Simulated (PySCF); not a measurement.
# Br3P (Phosphorus tribromide): the cost of one run

The runs use PySCF 2.14.0, with density-fitted response routines of our own; the level of theory stands in each step. All values are computed, except where a source is named. Atoms count from 0, in the outputs and in this text.

**1. The molecule as given**

4 atoms, charge 0, multiplicity 1; geometry from: GFN2-xTB. The atoms were then displaced at random by about 0.01 Å, so the start is not that level's minimum.

Bonds of the start (Å): Br0–P1 2.25, P1–Br2 2.23, P1–Br3 2.20.

**2. Relaxing the molecule at PBE0-D3(BJ)/def2-SVP**

What the job is given:

```
{"job": {"xc": "PBE0", "basis": "def2-SVP", "d3": "d3bj", "grid": 1, "shake": 0.01, "kind": "geom"}, "charge": 0, "multiplicity": 1}
Br     1.999810    -0.135180    -0.254420
P     -0.003290    -0.002040     0.751630
Br    -0.910140     1.765410    -0.269900
Br    -1.048390    -1.653560    -0.260320
```

The run is started by

```sh
> OMP_NUM_THREADS=1 python probes_run.py task.json out
```

This one command runs all jobs of the session in turn.

**Question.** How long does this first job take on 1 thread of Arm Neoverse V2, shared host, and how much memory does it need?

About 37 s, with a peak of 0.52 GiB.
